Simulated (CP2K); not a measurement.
# TiH4S4 (SMILES [SH][Ti]([SH])([SH])[SH]): levels of theory compared

Wanted: a comparison of 3 runs (PM6, GFN1-xTB, IPEA1-xTB) of TiH4S4. 

Program for the calculation: CP2K 2026.2.

2 further runs of the same task are left out: 2 that didn't finish.

## (1) The molecule

TiH4S4: 9 atoms, total charge 0, spin state singlet. SMILES: `[SH][Ti]([SH])([SH])[SH]`. Geometry: a rough force-field guess. This is one conformer, not always the lowest.

Bond lengths: S1–Ti2 2.372 Å, Ti2–S3 2.371 Å, Ti2–S4 2.349 Å, Ti2–S5 2.386 Å, S1–H6 1.468 Å, S3–H7 1.397 Å, S4–H8 1.383 Å, S5–H9 1.380 Å. Angles: S1–Ti2–S3 108.1°, S1–Ti2–S4 109.6°, S1–Ti2–S5 110.4°, S3–Ti2–S4 108.0°, S3–Ti2–S5 109.9°, S4–Ti2–S5 110.7°, Ti2–S1–H6 92.1°, Ti2–S3–H7 94.5°, Ti2–S4–H8 93.8°, Ti2–S5–H9 94.4°.

## (2) Energy and forces at PM6 (run 1)

File molecule.xyz:

```xyz
9

S      0.354800     1.420900    -1.620200
Ti     0.139700     0.055400     0.307300
S      2.306700    -0.666000     0.945300
S     -1.136700    -1.847000    -0.212800
S     -0.863100     1.283600     2.089700
H     -1.068100     1.781300    -1.588900
H      2.427500    -1.587300    -0.098400
H     -0.222600    -2.321400    -1.136400
H     -1.849700     1.834100     1.297400
```

File job.inp:

```
&GLOBAL
    PROJECT job
    RUN_TYPE ENERGY_FORCE
    PRINT_LEVEL MEDIUM
&END GLOBAL

&FORCE_EVAL
    METHOD QS
    &DFT
        &QS
            METHOD PM6
            EPS_DEFAULT 1.0E-10
            &SE
                &COULOMB
                    CUTOFF [angstrom] 50
                    RC_RANGE [angstrom] 0
                &END COULOMB
                &EXCHANGE
                    CUTOFF [angstrom] 50
                    RC_RANGE [angstrom] 0
                &END EXCHANGE
            &END SE
        &END QS
        &POISSON
            PERIODIC NONE
            POISSON_SOLVER ANALYTIC
        &END POISSON
        &SCF
            SCF_GUESS ATOMIC
            EPS_SCF 1.0E-06
            MAX_SCF 40
            &OT
                MINIMIZER CG
                PRECONDITIONER FULL_ALL
            &END OT
            &OUTER_SCF
                EPS_SCF 1.0E-06
                MAX_SCF 10
            &END OUTER_SCF
        &END SCF
        &PRINT
            &MOMENTS
                PERIODIC F
                REFERENCE COM
                MAX_MOMENT 1
            &END MOMENTS
            &MO_CUBES
                NLUMO 5
                NHOMO -1
                WRITE_CUBE F
            &END MO_CUBES
            &HIRSHFELD OFF
            &END HIRSHFELD
        &END PRINT
    &END DFT
    &SUBSYS
        &CELL
            ABC 14.3 14.2 13.7
            PERIODIC NONE
        &END CELL
        &TOPOLOGY
            COORD_FILE_NAME molecule.xyz
            COORD_FILE_FORMAT XYZ
            &CENTER_COORDINATES
            &END CENTER_COORDINATES
        &END TOPOLOGY
    &END SUBSYS
    &PRINT
        &FORCES ON
        &END FORCES
    &END PRINT
&END FORCE_EVAL
```

Started as:

```console
$ OMP_NUM_THREADS=1 cp2k.psmp job.inp > job.out
```

The program printed:

```text
CP2K| version string:                                       CP2K version 2026.2
[...]
 GLOBAL| Method name                                                        CP2K
[...]
 GLOBAL| Run type                                                   ENERGY_FORCE
[...]
                             - Atoms:                                          9
[...]
                             - Spherical basis functions:                     49
[...]
 Number of electrons:                                                         32
[...]
     1 OT CG       0.15E+00    0.0     0.25427835       -25.8605493413 -2.59E+01
[...]
     7 OT CG       0.46E+00    0.0     0.00000066       -30.2305199996 -5.26E-10
  *** SCF run converged in     7 steps ***
  Core-core repulsion energy [eV]:                           1722.80335516494983
  Core Hamiltonian energy [eV]:                             -1243.86018968525286
  Two-electron integral energy [eV]:                        -2603.11489874310428
  Electronic energy [eV]:                                   -2545.41763905680500
  Total energy [eV]:                                         -822.61428389185517
  Atomic reference energy [eV]:                               820.84494166427851
  Heat of formation [kcal/mol]:                               -40.80200430276585
[...]
 SE_DIPOLE| Moment [Debye]          0.72727284       0.26657971       1.22580995
 SE_DIPOLE| Derivative [a.u.]       0.00000000       0.00000000       0.00000000
[...]
 ENERGY| Total FORCE_EVAL ( QS ) energy [hartree]            -30.230519999649474
 FORCES| Atomic forces [hartree/bohr]
 FORCES|   Atom     x               y               z               |f|
 FORCES|      1 -3.78738341E-02  2.57768470E-03  1.03229045E-02   3.93399812E-02
 FORCES|      2  7.66850595E-03  7.93786357E-03  1.24829515E-02   1.66625250E-02
 FORCES|      3 -1.43124027E-02 -2.38336327E-03 -1.78707906E-02   2.30193494E-02
 FORCES|      4  7.43534755E-03  2.92613159E-03 -3.23577929E-03   8.62072543E-03
 FORCES|      5  1.40132380E-03 -9.85293703E-03 -2.02784457E-02   2.25889229E-02
 FORCES|      6  3.74554796E-02 -1.08163847E-02 -1.86121420E-03   3.90303888E-02
 FORCES|      7  4.71584851E-04  7.88955467E-03  1.16814762E-02   1.41040544E-02
 FORCES|      8 -6.54473266E-03  2.47778794E-03  3.37025039E-03   7.76733843E-03
 FORCES|      9  4.29872768E-03 -7.56337454E-04  5.38864714E-03   6.93459617E-03
 FORCES| Sum    -6.24500451E-17  4.92661467E-16 -3.26128013E-16
 FORCES| Total atomic force                                       5.94116832E-16
[...]
```

Run time: 0.81 s. Hardware: 1 thread of Arm Neoverse V1, shared host.

## (3) A single-point energy at GFN1-xTB (run 2)

File molecule.inp:

```
&GLOBAL
 PROJECT_NAME molecule
 RUN_TYPE ENERGY
 PRINT_LEVEL MEDIUM
&END GLOBAL

&FORCE_EVAL
 METHOD Quickstep
 &DFT
  CHARGE 0
  MULTIPLICITY 1
  &QS
   METHOD XTB
   EPS_DEFAULT 1.0E-10
   &XTB
    GFN_TYPE 1
    CHECK_ATOMIC_CHARGES F
   &END XTB
  &END QS
  &POISSON
   PERIODIC NONE
   POISSON_SOLVER ANALYTIC
  &END POISSON
  &SCF
   SCF_GUESS ATOMIC
   EPS_SCF 1.0E-06
   MAX_SCF 30
   &OT ON
    MINIMIZER DIIS
    PRECONDITIONER FULL_ALL
   &END OT
   &OUTER_SCF
    EPS_SCF 1.0E-06
    MAX_SCF 5
   &END OUTER_SCF
  &END SCF
  &PRINT
   &MOMENTS
    PERIODIC F
    REFERENCE COM
    MAX_MOMENT 1
   &END MOMENTS
   &MO_CUBES
    NLUMO 1
    NHOMO -1
    WRITE_CUBE F
   &END MO_CUBES
   &HIRSHFELD OFF
   &END HIRSHFELD
  &END PRINT
 &END DFT
 &SUBSYS
  &CELL
   ABC [angstrom] 14.3 14.2 13.7
   PERIODIC NONE
  &END CELL
  &COORD
   S      0.354800     1.420900    -1.620200
   Ti     0.139700     0.055400     0.307300
   S      2.306700    -0.666000     0.945300
   S     -1.136700    -1.847000    -0.212800
   S     -0.863100     1.283600     2.089700
   H     -1.068100     1.781300    -1.588900
   H      2.427500    -1.587300    -0.098400
   H     -0.222600    -2.321400    -1.136400
   H     -1.849700     1.834100     1.297400
  &END COORD
  &TOPOLOGY
   &CENTER_COORDINATES
   &END CENTER_COORDINATES
  &END TOPOLOGY
 &END SUBSYS
&END FORCE_EVAL
```

Started as:

```console
$ OMP_NUM_THREADS=1 cp2k.psmp -i molecule.inp -o molecule.out
```

The program printed:

```text
CP2K| version string:                                       CP2K version 2026.2
[...]
 GLOBAL| Method name                                                        CP2K
[...]
 GLOBAL| Run type                                                         ENERGY
[...]
                             - Atoms:                                          9
[...]
                             - Spherical basis functions:                     53
[...]
 Number of electrons:                                                         32
[...]
     1 OT DIIS     0.15E+00    0.0     0.48988592       -16.5651143401 -1.66E+01
[...]
    16 OT DIIS     0.15E+00    0.0     0.00000063       -18.2676986125 -3.03E-10
  *** SCF run converged in    16 steps ***
[...]
 TB_DIPOLE| Moment [Debye]         -0.69760753      -0.32218624      -1.51160486
 TB_DIPOLE| Derivative [a.u.]       0.00000000       0.00000000       0.00000000
[...]
 ENERGY| Total FORCE_EVAL ( QS ) energy [hartree]            -18.267698612477520
[...]
```

Run time: 0.99 s. Hardware: 1 thread of Arm Neoverse V1, shared host.

## (4) Energy and gradient at IPEA1-xTB (run 3)

molecule.xyz is that of step 2.

File calc.inp:

```
&GLOBAL
  PROJECT_NAME calc
  RUN_TYPE ENERGY_FORCE
  PRINT_LEVEL MEDIUM
&END GLOBAL
&FORCE_EVAL
  METHOD QUICKSTEP
  &DFT
    &QS
      METHOD XTB
      EPS_DEFAULT 1.0E-10
      &XTB
        GFN_TYPE TBLITE
        &TBLITE
          METHOD IPEA1
        &END TBLITE
        CHECK_ATOMIC_CHARGES F
      &END XTB
    &END QS
    &POISSON
      PERIODIC NONE
      POISSON_SOLVER ANALYTIC
    &END POISSON
    &SCF
      SCF_GUESS MOPAC
      EPS_SCF 1.0E-06
      MAX_SCF 64
      ADDED_MOS 4
      &DIAGONALIZATION
        ALGORITHM STANDARD
      &END DIAGONALIZATION
      &MIXING
        METHOD DIRECT_P_MIXING
        ALPHA 0.4
      &END MIXING
      &SMEAR ON
        METHOD FERMI_DIRAC
        ELECTRONIC_TEMPERATURE [K] 300
      &END SMEAR
    &END SCF
    &PRINT
      &MOMENTS
        PERIODIC F
        REFERENCE COM
        MAX_MOMENT 1
      &END MOMENTS
      &MO ON
        ENERGIES T
        OCCUPATION_NUMBERS T
        NDIGITS 6
        &EACH
          QS_SCF 0
        &END EACH
        ADD_LAST NUMERIC
      &END MO
      &HIRSHFELD OFF
      &END HIRSHFELD
    &END PRINT
  &END DFT
  &SUBSYS
    &CELL
      ABC 14.3 14.2 13.7
      PERIODIC NONE
    &END CELL
    &TOPOLOGY
      COORD_FILE_NAME molecule.xyz
      COORD_FILE_FORMAT XYZ
      &CENTER_COORDINATES
      &END CENTER_COORDINATES
    &END TOPOLOGY
  &END SUBSYS
  &PRINT
    &FORCES ON
    &END FORCES
  &END PRINT
&END FORCE_EVAL
```

Started as:

```console
$ OMP_NUM_THREADS=1 cp2k.psmp -i calc.inp > calc.out 2>&1
```

The program printed:

```text
CP2K| version string:                                       CP2K version 2026.2
[...]
 GLOBAL| Method name                                                        CP2K
[...]
 GLOBAL| Run type                                                   ENERGY_FORCE
[...]
                             - Atoms:                                          9
[...]
                             - Spherical basis functions:                     53
[...]
 Number of electrons:                                                         32
[...]
  *** SCF run converged in    18 steps ***
[...]
  Fermi energy:                                                -0.35493896110016
[...]
 TB_DIPOLE| Moment [Debye]         -0.54361997      -0.24523381      -1.07019867
 TB_DIPOLE| Derivative [a.u.]       0.00000000       0.00000000       0.00000000
[...]
 ENERGY| Total FORCE_EVAL ( QS ) energy [hartree]            -18.456442151815249
 FORCES| Atomic forces [hartree/bohr]
 FORCES|   Atom     x               y               z               |f|
 FORCES|      1 -6.76951084E-02 -5.64119463E-03  2.99470201E-02   7.42379606E-02
 FORCES|      2  7.83395127E-03  3.00359063E-03  1.10490442E-02   1.38734901E-02
 FORCES|      3 -3.30898858E-02 -1.66801278E-02 -4.53418863E-02   5.85581237E-02
 FORCES|      4  4.32049776E-02  1.50456562E-02 -1.91178161E-02   4.95835936E-02
 FORCES|      5 -1.04717921E-02 -7.03145913E-03 -5.30900502E-02   5.45678777E-02
 FORCES|      6  6.28408511E-02 -1.58811116E-02 -9.89388532E-04   6.48240785E-02
 FORCES|      7 -3.54009645E-03  2.72009839E-02  3.20099017E-02   4.21551849E-02
 FORCES|      8 -2.43619985E-02  1.32671816E-02  2.52245284E-02   3.74940250E-02
 FORCES|      9  2.52791013E-02 -1.32835191E-02  2.03086466E-02   3.50417746E-02
 FORCES| Sum     9.71445147E-17 -4.51028104E-17  6.59194921E-17
 FORCES| Total atomic force                                       1.25764461E-16
[...]
```

It took 0.28 s on 1 thread of Arm Neoverse V1, shared host.

## (5) The series

```tsv
run	level	task	iteration cap	energy (Eh)	dipole moment (D)	largest force (eV/Å)	wall time
1	PM6	gradient	40	-30.230520	1.45	2.023	0.81 s
2	GFN1-xTB	energy	30	-18.267699	1.70	–	0.99 s
3	IPEA1-xTB	gradient	64	-18.456442	1.23	3.817	0.28 s
```

## (6) Results

| quantity | value |
| --- | --- |
| run 3: total energy | -18.45644 Eh |
| run 3: dipole moment (from atomic charges alone) | 1.23 D |
| run 3: HOMO energy | -10.85 eV |
| run 3: LUMO energy | -8.78 eV |
| run 3: HOMO–LUMO gap | 2.07 eV |
| run 3: largest force on an atom | 3.817 eV/Å |

What this shows: The dipole moment (its size) runs from 1.23 D (IPEA1-xTB) to 1.70 D (GFN1-xTB). Some of these are taken from atomic charges alone. Force-field and semi-empirical energies have zeros of their own, so their totals don't compare. All runs together took 2.1 s, the longest 0.99 s.
